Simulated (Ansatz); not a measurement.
# SnSe, space group Fm-3m: a phonon calculation by linear response

Computed with Ansatz's Python interface.

Contents of `snse.xyz`:
```text
2
Lattice="0.0 3.01 3.01 3.01 0.0 3.01 3.01 3.01 0.0" Properties=species:S:1:pos:R:3 pbc="T T T"
Sn    0.00000000    0.00000000    0.00000000
Se    3.01000000    3.01000000    3.01000000
```

The cells in order, each with its output:

**Cell 1**
```python
from pathlib import Path

import ansatz
import numpy as np
```

**Cell 2**
```python
XC = "lda"
SIGMA = 0.05
KMESH = (6, 6, 6)

structure = ansatz.Crystal.from_extxyz("snse.xyz")
```

**Cell 3**
```python
[site.symbol for site in structure.resolved().sites]
```
Output:
```text
['Sn', 'Se']
```

**Cell 4**
```python
job = (
    structure.calculation()
    .functional(XC)
    .pseudopotentials("paw")
    .occupations(ansatz.OccupationsMethod.COLD, width=SIGMA)
    .kpoints(*KMESH)
    .phonons("dfpt", points=[(0, 0, 0), (0, 0, 0.5), (0.5, 0, 0.5)])
)
out = job.run(runs_dir="runs")
ph = out.phonons
```
Output:
```text
DeckWarning: basis.ecutwfc = 420 eV, auto-derived from the records' recommended cutoffs: set by Sn (normal level)
```

**Cell 5**
```python
for q in ph.qpoints:
    print("q =", np.round(q.q_frac, 3), "1/cm:", " ".join(f"{w:.1f}" for w in q.omega_inv_cm))
```
Output:
```text
q = [0. 0. 0.] 1/cm: -41.6 -41.6 -41.6 -0.0 -0.0 0.0
q = [0.  0.  0.5] 1/cm: 66.1 66.1 116.6 116.6 125.3 132.9
q = [0.5 0.  0.5] 1/cm: 33.6 34.9 34.9 66.4 66.4 84.2
```

Caveats:
- The cell isn't relaxed first, so the values belong to this volume.
- A negative frequency stands for an imaginary mode.
- No non-analytic term is added, so at the zone centre the longitudinal optical modes of a polar crystal aren't split off.
- The structure is a deposited one; some such entries were measured under pressure or heat, so a shift against it needn't be the functional's error alone.
- Warnings are shown shortened and without file and line.
- The structure is taken as given; imaginary modes can come from an unrelaxed or unstable start.
- The whole script took 18 s on 1 thread of AMD EPYC 9R45 96-Core Processor (Zen 5), on a shared host, peak memory 0.6 GiB.

(Lines on the test bed's own set-up are left out of the output.)
